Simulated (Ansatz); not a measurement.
# CH₄TeZn: how energies converge with the basis set

An exercise on one series of results from a longer session: the logs are not shown, and one member is left open.

The runs use Ansatz 0.2.0, Gaussian basis; one geometry, several basis sets.

Plan: PBE0-D4/def2-SVP; ωB97M-V/def2-SVP; PBE0-D4/def2-QZVPP; ωB97M-V/def2-QZVPP; the functionals' def2-TZVPP values are taken from earlier runs.

## The relaxed structure

An earlier PBE0-D4 in a triple-zeta def2 set relaxation fixed the geometry. Te takes the def2 core potential; no spin-orbit term is included.

SMILES `[CH3][Zn][TeH]`, 7 atoms, charge 0, spin multiplicity 1.

Atoms are counted from 1 here; the program's logs count them from 0.

Bond lengths: C1–Zn2 1.943 Å, C1–H4 1.092 Å, C1–H5 1.092 Å, C1–H6 1.092 Å, Zn2–Te3 2.493 Å, Te3–H7 1.660 Å. Angles: Zn2–C1–H4 110.6°, Zn2–C1–H5 110.2°, Zn2–C1–H6 110.5°, H4–C1–H5 108.4°, H4–C1–H6 108.6°, H5–C1–H6 108.4°, C1–Zn2–Te3 179.9°, Zn2–Te3–H7 88.5°.

Geometry (Å):

| atom | x (Å) | y (Å) | z (Å) |
| --- | --- | --- | --- |
| C1 | -1.2512 | 0.5362 | 0.2474 |
| Zn2 | 0.5491 | 0.0443 | -0.2946 |
| Te3 | 2.8589 | -0.5827 | -0.9918 |
| H4 | -1.9175 | 0.5662 | -0.6170 |
| H5 | -1.6423 | -0.1932 | 0.9601 |
| H6 | -1.2529 | 1.5188 | 0.7236 |
| H7 | 2.7172 | -1.9577 | -0.0733 |

The first run:

The input, in.yaml:

```yaml
crystal:
  periodic: [false, false, false]
  atoms:
    - {symbol: C, position_ang: [-1.251233, 0.536241, 0.247449]}
    - {symbol: Zn, position_ang: [0.549122, 0.044276, -0.294622]}
    - {symbol: Te, position_ang: [2.858925, -0.582693, -0.991798]}
    - {symbol: H, position_ang: [-1.917529, 0.566170, -0.616996]}
    - {symbol: H, position_ang: [-1.642336, -0.193225, 0.960090]}
    - {symbol: H, position_ang: [-1.252936, 1.518833, 0.723614]}
    - {symbol: H, position_ang: [2.717185, -1.957702, -0.073336]}
basis:
  gaussian: {orbitals: def2-SVP}
hamiltonian: {xc: pbe0, dispersion: d4}
output: {orbitals: {seedname: orbitals}}
```

Steps of the session up to this table: PBE0-D4 in def2-SVP; ωB97M-V in def2-SVP; PBE0-D4 in def2-QZVPP; ωB97M-V in def2-QZVPP.

One of the session's tables, all rows but one given; the rest of the session is left out.

It belongs to the step «Density functionals: the series». 

| functional | basis | HOMO (eV) |
| --- | --- | --- |
| PBE0-D4 | def2-SVP | ? |
| PBE0-D4 | def2-TZVPP | -6.35 |
| PBE0-D4 | def2-QZVPP | -6.36 |
| ωB97M-V | def2-SVP | -8.21 |
| ωB97M-V | def2-TZVPP | -8.40 |
| ωB97M-V | def2-QZVPP | -8.41 |

Q: Estimate the row for PBE0-D4, def2-SVP from the others.

The run gave: HOMO (eV): -6.18. In the column «HOMO (eV)» it is the highest.
